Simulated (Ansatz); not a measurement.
Relaxation of a periodic cell of 17 atoms, TiSi16 (host Si, host structure diamond, interstitial Ti), to a largest force component of 0.03 eV/Å in at most 60 steps.

Method: DFT PBEsol, scalar-relativistic, plane waves, PAW in Ansatz. Settings: PAW set soft_1, cutoff 420 eV, k mesh 2x2x2, gaussian smearing 0.02 eV, no spin polarisation.

```xyz
17
Lattice="0.0000 5.4300 5.4300 5.4300 0.0000 5.4300 5.4300 5.4300 0.0000" Properties=species:S:1:pos:R:3:forces:R:3
Si 0.000 0.000 0.000 1.04 -1.03 -0.98
Si 1.357 1.357 1.357 0.47 0.04 -0.04
Si 2.715 2.715 0.000 -0.27 0.27 -0.27
Si 4.072 4.072 1.357 -0.04 -0.49 -0.04
Si 2.715 0.000 2.715 -0.29 -0.29 0.27
Si 4.072 1.357 4.072 0.01 -0.01 -0.69
Si 5.430 2.715 2.715 0.29 0.30 0.28
Si 6.787 4.072 4.072 0.00 0.00 0.01
Si 0.000 2.715 2.715 0.84 0.82 0.85
Si 1.357 4.072 4.072 0.00 -0.01 -0.02
Si 2.715 5.430 2.715 -0.85 -0.88 0.90
Si 4.072 6.787 4.072 -0.03 0.03 0.42
Si 2.715 2.715 5.430 -1.42 1.43 -1.39
Si 4.072 4.072 6.787 0.02 0.61 0.00
Si 5.430 5.430 5.430 0.27 -0.28 -0.29
Si 6.787 6.787 6.787 -0.63 -0.02 -0.01
Ti 9.469 6.813 6.730 0.61 -0.49 1.00
```

Where does it end, and by what steps?

It converged. The force dipped under the threshold on the way, but the program's further checks kept it going. Limits of this set-up: coarse k mesh, PAW files made for another functional, a small cell, in which the defect meets its images, a typed lattice constant that wasn't relaxed here. After 10 steps the energy has fallen by 0.405 eV; Si1 moved furthest, 0.10 Å.

```
step  energy less start (eV)  largest force component (eV/Å)  accepted
   0                  0.0000                           1.435       yes
   1                 -0.3796                           0.373       yes
   2                 -0.4031                           0.034       yes
   3                 -0.4036                           0.032       yes
   4                 -0.4039                           0.017       yes
   5                 -0.4042                           0.026       yes
   6                 -0.3861                           0.242        no
   7                 -0.4047                           0.030       yes
   8                 -0.4050                           0.032       yes
   9                 -0.4047                           0.043        no
  10                 -0.4052                           0.003       yes
```

```xyz
17
Lattice="0.0000 5.4300 5.4300 5.4300 0.0000 5.4300 5.4300 5.4300 0.0000" Properties=species:S:1:pos:R:3
Si 0.056 -0.041 -0.067
Si 1.391 1.356 1.337
Si 2.694 2.746 -0.022
Si 4.072 4.058 1.353
Si 2.705 -0.007 2.721
Si 4.091 1.361 4.030
Si 5.448 2.756 2.734
Si 6.787 4.099 4.073
Si 0.038 2.741 2.751
Si 1.360 4.040 4.068
Si 2.650 5.393 2.767
Si 4.055 6.788 4.104
Si 2.672 2.740 5.389
Si 4.070 4.095 6.785
Si 5.436 5.424 5.420
Si 6.743 6.794 6.805
Ti 9.501 6.772 6.782
```

Whether the end is a true minimum wasn't checked by a vibrational analysis.

Run time: 67 s on 1 thread of AMD EPYC 7R43 64-Core Processor (Zen 3), on a shared host, peak memory 0.61 GiB.
